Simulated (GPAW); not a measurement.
# BNH2F2 (SMILES NB(F)F) at 3 levels

Wanted: a comparison of 3 runs (OLYP-D3(0)/real-space grid, PBE/real-space grid, PBE/dzp) of BNH2F2. Input form: an ASE script.

The results are computed with GPAW 26.7.0.

2 further runs of the same task are left out: 2 set aside as unsound or not needed. Runs told in other sessions of the task aren't counted.

## 1. The system as given

BNH2F2: 6 atoms, total charge 0, spin state singlet. As SMILES, `NB(F)F`. Geometry: relaxed at PBE0-D4/def2-TZVP.

Bond lengths: N1–B2 1.392 Å, B2–F3 1.330 Å, B2–F4 1.330 Å, N1–H5 1.003 Å, N1–H6 1.003 Å. Angles: N1–B2–F3 121.2°, N1–B2–F4 121.2°, F3–B2–F4 117.6°, B2–N1–H5 122.4°, B2–N1–H6 122.4°, H5–N1–H6 115.2°.

## 2. The charge distribution at OLYP-D3(0)/real-space grid (scalar-relativistic datasets + spin-orbit) (run 1)

calc.py reads:

```python
import numpy as np
from ase.calculators.mixing import SumCalculator
from ase.io.zmatrix import parse_zmatrix
from ase.units import Debye
from dftd3.ase import DFTD3
from gpaw import GPAW, setup_paths
from gpaw.atom.configurations import parameters
from gpaw.atom.generator import Generator
from gpaw.spinorbit import soc_eigenstates

molecule = parse_zmatrix("""
N
B 1 1.392159
F 2 1.329553 1 121.19598
F 2 1.329577 3 117.60327 1 179.99329
H 1 1.003462 2 122.38641 3 179.99062
H 1 1.003428 5 115.22219 2 179.98728
""")
molecule.center(vacuum=5.0)

for symbol in ['B', 'F', 'H', 'N']:
    Generator(symbol, xcname='GGA_X_OPTX+GGA_C_LYP', scalarrel=True, nofiles=True, txt=None).run(**parameters[symbol])
setup_paths.insert(0, '.')

dft = GPAW(mode='fd',
           h=0.2,
           xc='GGA_X_OPTX+GGA_C_LYP',
           maxiter=120,
           symmetry='off',
           txt='mol.txt')
molecule.calc = SumCalculator([DFTD3(method='OLYP', damping='d3zero'), dft])

energy = molecule.get_potential_energy()
print(f'Energy                  {energy:.5f} eV')
dipole = dft.get_dipole_moment(molecule) / Debye
print(f'Dipole                  {np.linalg.norm(dipole):.3f} D')

soc = soc_eigenstates(dft)
soc_levels = soc.eigenvalues()[0]
print('Levels with spin-orbit coupling (eV):')
print(soc_levels.round(3))
```

Started as:

```sh
$ OMP_NUM_THREADS=1 python calc.py
```

Log:

```text
Energy                  -34.44391 eV
Dipole                  2.639 D
Levels with spin-orbit coupling (eV):
[-30.687 -30.687 -29.966 -29.966 -22.06  -22.06  -13.892 -13.892 -13.356
 -13.356 -12.631 -12.631 -11.882 -11.882 -11.361 -11.361  -9.913  -9.913
  -9.806  -9.806  -9.405  -9.405  -7.055  -7.055  -1.07   -1.07    0.084
   0.084   0.11    0.11    0.775   0.775   1.004   1.004   1.629   1.629]
```

mol.txt, shortened:

```text
[...]
Converged in 14 steps
[...]
Energy contributions relative to reference atoms: (reference = -7611.158769)
Energy contributions:
  Kinetic:          41.914465
  Coulomb:         -45.267676
  Zero:              1.304259
  External:          0.000000
  Xc:              -32.219927
  Entropy:           0.000000
  Spinorbit:         0.000000
  ----------------------------
  Free energy:     -34.268879
  Extrapolated:    -34.268879
dipole moment: (-0.549432, -0.000012, -0.000021)  # |e|*Ang
Fermi level: -4.062
Eigenvalues  # (at kpt = [0.000, 0.000, 0.000])
| band index |      eig [eV] | occ [0-2] |
|------------|---------------|-----------|
|          0 |       -30.687 |     2.000 |
|        ... |               |           |
|          4 |       -13.356 |     2.000 |
|          5 |       -12.631 |     2.000 |
|          6 |       -11.881 |     2.000 |
[... 10 lines of this table left out ...]
|         17 |         1.629 |     0.000 |
Gap: 5.985 eV
Transition (v -> c):
[...]
timing:  # [seconds]
  Total: 14.366  # ━━━━━━━━━━━━━━━━━━━━━━━━━━━━━━━━━━━━━━━━━━━━━━━━━━━━━━━━━━
  Init:   1.243  # ━━━━━
  SCF:   12.598  # ━━━━━━━━━━━━━━━━━━━━━━━━━━━━━━━━━━━━━━━━━━━━━━━━━━━
Max RSS: 585.664  # MiB
```

Run time: 15 s. Hardware: 1 thread of Arm Neoverse V2, shared host; peak memory 0.57 GiB.

## 3. Energy and one-electron properties at PBE/real-space grid (scalar-relativistic datasets) (run 2)

run.py reads:

```python
import numpy as np
from ase import Atoms
from ase.units import Debye
from gpaw import GPAW

system = Atoms(['N', 'B', 'F', 'F', 'H', 'H'],
    positions=[[ -0.210700,   0.687600,  -0.156800],
               [  0.195300,  -0.614700,   0.121200],
               [ -0.667400,  -1.526100,   0.560300],
               [  1.459700,  -0.991800,  -0.042700],
               [  0.425000,   1.389500,  -0.488700],
               [ -1.159800,   0.991400,  -0.039400]])
system.center(vacuum=4.5)

calculator = GPAW(mode='fd', h=0.18, xc='PBE', maxiter=150, txt='-')
system.calc = calculator

energy = system.get_potential_energy()
print(f'Energy = {energy:.5f} eV')
forces = system.get_forces()
print('Forces (eV/Ang)')
for symbol, f in zip(system.symbols, forces):
    print(f'{symbol:2} {f[0]:9.4f} {f[1]:9.4f} {f[2]:9.4f}')
dipole = system.get_dipole_moment() / Debye
print(f'Dipole: {np.linalg.norm(dipole):.3f} D')
homo, lumo = calculator.get_homo_lumo()
print(f'HOMO = {homo:.3f} eV')
print(f'LUMO = {lumo:.3f} eV')
print(f'Gap = {lumo - homo:.3f} eV')
```

Started as:

```sh
$ python3 -u run.py | tee run.out
```

Log:

```text
[...]
Number of symmetries: 1
[...]
  Number of IBZ points: 1
[...]
Spin-components: 1 (collinear spins)
Bands:           18
[...]
  Valence electrons: 24.0
[...]
  Grid points: [64 68 56]
  Charge: 0.0  # |e|
[...]
    cutoffs:
[...]
occupation numbers:
  # Zero width
[...]
xc functional:
  name: PBE with 2 nearest neighbor stencil
[...]
|iter     |     time |      energy | eigst |  dens |
[...]
|iter:   1| 00:00:02 |  -38.402475 | +1.17 |       |
[...]
|iter:  13| 00:00:16 |  -35.109437c| -7.42c| -5.59c|
Converged in 13 steps
[...]
Energy contributions relative to reference atoms: (reference = -7604.352966)
Energy contributions:
  Kinetic:          40.245231
  Coulomb:         -43.441353
  Zero:              0.834682
  External:          0.000000
  Xc:              -32.747996
  Entropy:           0.000000
  Spinorbit:         0.000000
  ----------------------------
  Free energy:     -35.109437
  Extrapolated:    -35.109437
dipole moment: (-0.161853, 0.519083, -0.111149)  # |e|*Ang
Fermi level: -3.958
Eigenvalues  # (at kpt = [0.000, 0.000, 0.000])
| band index |      eig [eV] | occ [0-2] |
|------------|---------------|-----------|
|          0 |       -30.585 |     2.000 |
|        ... |               |           |
|          4 |       -13.443 |     2.000 |
|          5 |       -12.738 |     2.000 |
|          6 |       -11.951 |     2.000 |
|          7 |       -11.503 |     2.000 |
|          8 |       -10.009 |     2.000 |
|          9 |        -9.889 |     2.000 |
|         10 |        -9.476 |     2.000 |
|         11 |        -7.188 |     2.000 |
|         12 |        -0.728 |     0.000 |
|         13 |         0.528 |     0.000 |
[...]
Gap: 6.460 eV
Transition (v -> c):
[...]
Forces (eV/Ang)
N    -0.0035    0.0095   -0.0149
B    -0.0794    0.2406   -0.0466
F    -0.4370   -0.4884    0.1514
F     0.7792   -0.2196   -0.0906
H     0.2099    0.2712   -0.1113
H    -0.3295    0.1373    0.0389
Dipole: 2.666 D
HOMO = -7.188 eV
LUMO = -0.728 eV
Gap = 6.460 eV
```

Wall time 17 s (1 thread of Arm Neoverse V2, shared host); peak memory 0.67 GiB.

## 4. Energy and one-electron properties at PBE/dzp (scalar-relativistic datasets) (run 3)

mol.xyz reads:

```xyz
6

N     -0.210700     0.687600    -0.156800
B      0.195300    -0.614700     0.121200
F     -0.667400    -1.526100     0.560300
F      1.459700    -0.991800    -0.042700
H      0.425000     1.389500    -0.488700
H     -1.159800     0.991400    -0.039400
```

mol_sp.py reads:

```python
import numpy as np
from ase.io import read
from ase.units import Debye
from gpaw import GPAW

atoms = read("mol.xyz")
atoms.center(vacuum=4.5)

calculator = GPAW(mode="lcao", maxiter=150, h=0.18, basis="dzp", xc="PBE", txt="-")
atoms.calc = calculator

energy = atoms.get_potential_energy()
print(f"Energy = {energy:.5f} eV")
forces = atoms.get_forces()
print("Forces (eV/Ang)")
for symbol, f in zip(atoms.symbols, forces):
    print(f'{symbol:2} {f[0]:9.4f} {f[1]:9.4f} {f[2]:9.4f}')
dipole = atoms.get_dipole_moment() / Debye
print(f"Dipole                  {np.linalg.norm(dipole):.3f} D")
homo, lumo = calculator.get_homo_lumo()
print(f"HOMO = {homo:.3f} eV")
print(f"LUMO                    {lumo:.3f} eV")
print(f"Gap: {lumo - homo:.3f} eV")
```

Started as:

```sh
$ python mol_sp.py > mol_sp.log
```

Log:

```text
[...]
Number of symmetries: 1
[...]
  Number of IBZ points: 1
[...]
basis functions: 62
Spin-components: 1 (collinear spins)
Bands:           18
[...]
  Valence electrons: 24.0
[...]
  Grid points: [64 68 56]
  Charge: 0.0  # |e|
[...]
    cutoffs:
[...]
occupation numbers:
  # Zero width
[...]
xc functional:
  name: PBE with 2 nearest neighbor stencil
[...]
|iter     |     time |      energy | eigst |  dens |
[...]
|iter:   1| 00:00:04 |  -34.100211 |      c|       |
[...]
|iter:   9| 00:00:08 |  -32.520500c|      c| -4.58c|
Converged in 9 steps
[...]
Energy contributions relative to reference atoms: (reference = -7604.352966)
Energy contributions:
  Kinetic:          38.021638
  Coulomb:         -38.237265
  Zero:              0.775839
  External:          0.000000
  Xc:              -33.080713
  Entropy:           0.000000
  Spinorbit:         0.000000
  ----------------------------
  Free energy:     -32.520500
  Extrapolated:    -32.520500
dipole moment: (-0.156921, 0.503198, -0.107566)  # |e|*Ang
Fermi level: -2.767
Eigenvalues  # (at kpt = [0.000, 0.000, 0.000])
| band index |      eig [eV] | occ [0-2] |
|------------|---------------|-----------|
|          0 |       -30.200 |     2.000 |
|        ... |               |           |
|          4 |       -13.170 |     2.000 |
|          5 |       -12.380 |     2.000 |
|          6 |       -11.583 |     2.000 |
|          7 |       -11.064 |     2.000 |
|          8 |        -9.475 |     2.000 |
|          9 |        -9.435 |     2.000 |
|         10 |        -8.977 |     2.000 |
|         11 |        -6.794 |     2.000 |
|         12 |         1.259 |     0.000 |
|         13 |         1.490 |     0.000 |
[...]
Gap: 8.052 eV
Transition (v -> c):
[...]
Forces (eV/Ang)
N     0.0827   -0.3324    0.0567
B    -0.0913    0.2851   -0.0525
F    -0.7731   -0.7853    0.3433
F     1.1633   -0.3281   -0.1660
H     0.5847    0.6709   -0.3077
H    -0.8958    0.3138    0.1118
Dipole                  2.584 D
HOMO = -6.794 eV
LUMO                    1.259 eV
Gap: 8.052 eV
```

It took 8 s on 1 thread of Arm Neoverse V2, shared host; peak memory 0.59 GiB.

## 5. All runs side by side

| run | level | grid spacing | vacuum round the molecule | energy (Eh) | dipole moment (D) | HOMO energy (eV) | LUMO energy (eV) | wall time |
| --- | --- | --- | --- | --- | --- | --- | --- | --- |
| 1 | OLYP-D3(0)/real-space grid (scalar-relativistic datasets + spin-orbit) | 0.2 | 5 | -280.970716 | 2.64 | -7.05 | -1.07 | 15 s |
| 2 | PBE/real-space grid (scalar-relativistic datasets) | 0.18 | 4.5 | -280.745065 | 2.67 | -7.19 | -0.73 | 17 s |
| 3 | PBE/dzp (scalar-relativistic datasets) | 0.18 | 4.5 | -280.649923 | 2.58 | -6.79 | 1.26 | 8 s |

## 6. Summary of results

| quantity | value |
| --- | --- |
| run 3: energy as printed (from the program's reference atoms) | -32.5205 eV |
| run 3: dipole moment | 2.58 D |
| run 3: HOMO energy | -6.79 eV |
| run 3: LUMO energy | 1.26 eV |
| run 3: HOMO–LUMO gap | 8.05 eV |

In words: The dipole moment (its size) runs from 2.58 D (PBE/dzp) to 2.67 D (PBE/real-space grid). The HOMO–LUMO gap runs from 5.98 eV (OLYP-D3(0)/real-space grid) to 8.05 eV (PBE/dzp). The two ends differ in method and basis and Hamiltonian. Totals of different functionals can't be ranked against each other. All runs together took 40 s, the longest 17 s.
